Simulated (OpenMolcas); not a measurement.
# C2HClF4 (SMILES FC(Cl)C(F)(F)F) at M06-2X/cc-pVTZ (RICD fitting)

What is the vertical singlet–triplet gap of C2HClF4 at M06-2X/cc-pVTZ (RICD fitting)? 

The results are computed with OpenMolcas 26.06.

## Step 1: The molecule

C2HClF4 has 8 atoms, charge 0, and is taken as a singlet. As SMILES, `FC(Cl)C(F)(F)F`. Geometry: relaxed at GFN2-xTB.

Bond lengths: F1–C2 1.349 Å, C2–Cl3 1.776 Å, C2–C4 1.541 Å, C4–F5 1.334 Å, C4–F6 1.326 Å, C4–F7 1.336 Å, C2–H8 1.098 Å. Some angles: F1–C2–Cl3 110.0°, F1–C2–C4 109.3°, Cl3–C2–C4 109.2°, C2–C4–F5 110.3°, C2–C4–F6 112.9°, C2–C4–F7 110.6°, F5–C4–F6 108.0°, F5–C4–F7 107.1°, F6–C4–F7 107.7°, F1–C2–H8 108.6°.

## Step 2: A single-point energy at M06-2X/cc-pVTZ (RICD fitting)

job.input

```
&gateway
  baslib
  $CurrDir
  coord
  8
  angstrom
  F       -1.003260      -1.028440       1.043270
  C       -0.035700      -0.765540       0.140610
  Cl       1.554140      -1.176970       0.817380
  C       -0.062960       0.734550      -0.212650
  F        0.867250       1.012270      -1.128180
  F        0.149790       1.516600       0.837040
  F       -1.244310       1.072050      -0.738090
  H       -0.224950      -1.364510      -0.759370
  basis
  cc-pVTZ
  group
  NoSym
  ricd

&seward
  gridinput
  Grid=Coarse
  End of Grid

&scf
  ksdft
  M062X
  prorbitals
  0
```

The basis set cc-pVTZ is read from a file made from the Basis Set Exchange's data (not shown).

Run with:

```console
$ export MOLCAS_MEM=1860
$ pymolcas job.input > job.log
```

Standard output:

```text
--- Start Module: gateway ---
[...]
--- Stop Module: gateway /rc=_RC_ALL_IS_WELL_ ---
--- Start Module: seward ---
[...]
      Basis functions          228
--- Stop Module: seward /rc=_RC_ALL_IS_WELL_ ---
[...]
--- Start Module: scf ---
[...]
       Convergence after  12 Iterations
[...]
::    Total KS-DFT energy                            -936.4265038729
[...]
      Total spin, S                                     0.0000000000
[...]
      Total electronic charge=   66.000000
      Total            charge=   -0.000000
[...]
      Dipole Moment (debye):
      Origin of the operator (angstrom)=    0.2174    0.0439    0.2002
                   X= -8.6283E-02               Y= -1.1392E+00               Z= -9.9995E-01           Total=  1.5182E+00
      Quadrupole Moment (debye*angstrom):
[...]
--- Stop Module: scf /rc=_RC_ALL_IS_WELL_ ---
[...]
```

Wall time 53 s (1 thread of Arm Neoverse V1, shared host); peak memory 0.32 GiB.

## Step 3: The triplet at the same level

job.input

```
&GATEWAY
BasLib=$CurrDir
Coord
8
angstrom
F       -1.003260      -1.028440       1.043270
C       -0.035700      -0.765540       0.140610
Cl       1.554140      -1.176970       0.817380
C       -0.062960       0.734550      -0.212650
F        0.867250       1.012270      -1.128180
F        0.149790       1.516600       0.837040
F       -1.244310       1.072050      -0.738090
H       -0.224950      -1.364510      -0.759370
Basis=cc-pVTZ
Group=NoSym
RICD
&SEWARD
GridInput
Grid=Coarse
End of Grid
&SCF
UHF
Spin=3
KSDFT=M062X
PrOrbitals=0
```

The basis set cc-pVTZ is read from a file made from the Basis Set Exchange's data (not shown).

Run with:

```console
$ export MOLCAS_MEM=1860
$ pymolcas job.input > job.log
```

Standard output:

```text
--- Start Module: gateway ---
[...]
--- Stop Module: gateway /rc=_RC_ALL_IS_WELL_ ---
--- Start Module: seward ---
[...]
      Basis functions          228
--- Stop Module: seward /rc=_RC_ALL_IS_WELL_ ---
[...]
--- Start Module: scf ---
[...]
       Convergence after  28 Iterations
[...]
::    Total KS-DFT energy                            -936.1624767643
[...]
      Total spin, S                                     1.0014407099
[...]
      Total electronic charge=   66.000000
      Total            charge=   -0.000000
[...]
      Dipole Moment (debye):
      Origin of the operator (angstrom)=    0.2174    0.0439    0.2002
                   X=  9.6179E-01               Y= -1.5398E+00               Z= -5.3775E-01           Total=  1.8934E+00
      Quadrupole Moment (debye*angstrom):
[...]
--- Stop Module: scf /rc=_RC_ALL_IS_WELL_ ---
[...]
```

Run time: 3 min. Hardware: 1 thread of Arm Neoverse V1, shared host; peak memory 0.33 GiB.

## Step 4: Summary of results

Level: M06-2X/cc-pVTZ (RICD fitting).

| quantity | value |
| --- | --- |
| singlet: total energy | -936.42650 Eh |
| singlet: dipole moment | 1.52 D |
| singlet: HOMO energy | -10.92 eV |
| singlet: LUMO energy | 0.93 eV |
| singlet: HOMO–LUMO gap | 11.86 eV |
| triplet: total energy | -936.16248 Eh |
| triplet: dipole moment | 1.89 D |
| triplet: HOMO energy (highest over α and β) | -4.02 eV |
| triplet: ⟨S²⟩ | 2.004 |
| vertical energy of the triplet above the singlet | 7.185 eV |

In words: This program's gradients are faulty for this kind of reference, so any forces in the log (triplet) can't be trusted; the energy can. At this shape the triplet lies 7.18 eV (693 kJ/mol) above the singlet.
